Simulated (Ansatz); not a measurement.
# CH3SSbSe: small, medium and large basis sets

The task here is to estimate one member of a computed series from the others.

Computed with Ansatz 0.2.0, Gaussian basis. Level: one geometry, several basis sets.

Levels to be run: PBE0-D4/def2-SVP; ωB97M-V/def2-SVP; PBE0-D4/def2-QZVPP; ωB97M-V/def2-QZVPP; the functionals' def2-TZVPP values are taken from earlier runs.

## The relaxed structure

The geometry comes from an earlier relaxation with PBE0-D4 in a triple-zeta def2 set; it is a stationary point, not always the lowest conformer. Sb takes the def2 core potential; no spin-orbit term is included.

SMILES `[Se]=C[S][SbH2]`, 7 atoms, charge 0, spin multiplicity 1.

Atoms are counted from 1 here; the program's logs count them from 0.

Bond lengths: Se1–C2 1.762 Å, C2–S3 1.714 Å, C2–H5 1.088 Å, S3–Sb4 2.454 Å, Sb4–H6 1.710 Å, Sb4–H7 1.710 Å. Angles: Se1–C2–S3 123.0°, Se1–C2–H5 120.9°, S3–C2–H5 116.0°, C2–S3–Sb4 105.0°, S3–Sb4–H6 93.8°, S3–Sb4–H7 93.9°, H6–Sb4–H7 90.9°.

Set-up of the first run:

in.yaml

```yaml
crystal:
  periodic: [false, false, false]
  atoms:
    - {symbol: Se, position_ang: [-1.357518, 1.466473, -2.299373]}
    - {symbol: C, position_ang: [-0.564364, 0.601841, -0.985223]}
    - {symbol: S, position_ang: [-0.735788, 1.043740, 0.662401]}
    - {symbol: Sb, position_ang: [0.632480, -0.574455, 1.900099]}
    - {symbol: H, position_ang: [0.071679, -0.258366, -1.185461]}
    - {symbol: H, position_ang: [0.046125, -1.917851, 1.019289]}
    - {symbol: H, position_ang: [1.968585, -0.429381, 0.842666]}
basis:
  gaussian: {orbitals: def2-SVP}
hamiltonian: {xc: pbe0, dispersion: d4}
output: {orbitals: {seedname: orbitals}}
```

On the command line:

```console
ansatz run in.yaml --threads 4 --pin off --events-out ev --progress --plain --max-ram 10444MiB
```

Steps of the session up to this table: PBE0-D4 in def2-SVP; ωB97M-V in def2-SVP; PBE0-D4 in def2-QZVPP; ωB97M-V in def2-QZVPP.

One of the session's tables, all rows but one given; the rest of the session is left out.

It belongs to the step «Density functionals: the series». 

| functional | basis | HOMO (eV) | LUMO (eV) |
| --- | --- | --- | --- |
| PBE0-D4 | def2-SVP | ? | ? |
| PBE0-D4 | def2-TZVPP | -6.25 | -2.48 |
| PBE0-D4 | def2-QZVPP | -6.28 | -2.51 |
| ωB97M-V | def2-SVP | -8.18 | -0.25 |
| ωB97M-V | def2-TZVPP | -8.35 | -0.49 |
| ωB97M-V | def2-QZVPP | -8.37 | -0.55 |

Estimate the missing values for PBE0-D4, def2-SVP.

The run gave: HOMO (eV): -6.12; LUMO (eV): -2.32. In the column «HOMO (eV)» it is the highest.
